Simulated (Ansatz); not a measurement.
# CHBFN: vertical ionisation energy

How much energy removes an electron from CHBFN at fixed geometry? The cation is run at each level and the neutral's energy taken from earlier runs.

Program: Ansatz 0.2.0, Gaussian basis. Level of theory: unrestricted cation, the program's frozen cores in correlated methods. These are calculated values, not measurements.

Plan: UKS PBE-D4/def2-TZVPP; UKS r2SCAN-D4/def2-TZVPP; UKS PBE0-D4/def2-TZVPP; UKS B3LYP-D4/def2-TZVPP; UKS wB97X-V/def2-TZVPP; UKS wB97M-V/def2-TZVPP; UKS B2PLYP/def2-TZVPP; UHF-CCSD(T)/def2-TZVPP; UHF-CCSD(T)/def2-QZVPP; extrapolation to the limit; then −ε(HOMO) from the neutral's earlier runs with LDA (SPW92), PBE-D4, revPBE-D4, BLYP-D4, r2SCAN-D4, B97M-V, PBE0-D4, B3LYP-D4, r2SCANh-D4, r2SCAN0-D4, HSE06-D4, BHLYP-D4, CAM-B3LYP-D4, LC-ωPBE, ωB97X-V, ωB97M-V.

## (1) The geometry

An earlier PBE0-D4 in a triple-zeta def2 set relaxation fixed the geometry.

SMILES `N#CBF`, 5 atoms, charge 0, spin multiplicity 1.

Atoms are counted from 1 here; the program's logs count them from 0.

Bond lengths: N1–C2 1.151 Å, C2–B3 1.544 Å, B3–F4 1.309 Å, B3–H5 1.190 Å. Angles: N1–C2–B3 177.2°, C2–B3–F4 118.4°, C2–B3–H5 121.3°, F4–B3–H5 120.4°.

## (2) Cation, UKS PBE-D4/def2-TZVPP

Input file in.yaml:

```yaml
crystal:
  periodic: [false, false, false]
  atoms:
    - {symbol: N, position_ang: [0.699021, -1.305439, 1.492003]}
    - {symbol: C, position_ang: [0.307902, -0.606960, 0.664453]}
    - {symbol: B, position_ang: [-0.159847, 0.376936, -0.429785]}
    - {symbol: F, position_ang: [-1.223530, 0.070495, -1.128270]}
    - {symbol: H, position_ang: [0.426254, 1.391269, -0.639801]}
basis:
  gaussian: {orbitals: def2-TZVPP}
total_charge: 1
magnetization: {spin_polarized: true, initial_magnetization: 1}
hamiltonian: {xc: pbe, dispersion: d4}
```

On the command line:

```console
$ ansatz run in.yaml --threads 2 --pin off --events-out ev --progress --plain --max-ram 32768MiB --backend cpu
```

Further steps of the session: Cation, UKS r2SCAN-D4/def2-TZVPP; Cation, UKS PBE0-D4/def2-TZVPP; Cation, UKS B3LYP-D4/def2-TZVPP; Cation, UKS wB97X-V/def2-TZVPP; Cation, UKS wB97M-V/def2-TZVPP; Cation, UKS B2PLYP (frozen core)/def2-TZVPP; Cation, UHF-CCSD(T)/def2-TZVPP; Cation, UHF-CCSD(T)/def2-QZVPP.

Q: Predict the results of all the runs planned. Wanted: ionisation energy, CCSD(T)/def2-TZVPP; nearest functional by difference; nearest −ε(HOMO); −ε(HOMO) of PBE; T1 of the cation.

**Answer**, as computed:

```
                             quantity               value
ionisation energy, CCSD(T)/def2-TZVPP            13.35 eV
     nearest functional by difference   B2PLYP (-0.03 eV)
                     nearest −ε(HOMO)  LC-ωPBE (-0.07 eV)
                      −ε(HOMO) of PBE             8.82 eV
                     T1 of the cation               0.090
```

By cation minus neutral, the functionals miss by 0.86 eV at most. The PBE orbital energy is 4.5 eV too small: a semilocal HOMO is no ionisation energy. Among orbital estimates LC-ωPBE comes nearest. Hartree-Fock falls 1.55 eV short, as the neutral has more correlation energy than the cation. The cation's T1 (from the report) is 0.090, above the customary mark of 0.045 for open shells, so the coupled-cluster value is less safe. The cation may have settled in a state other than its lowest; no search over hole states beyond the program's own was made.
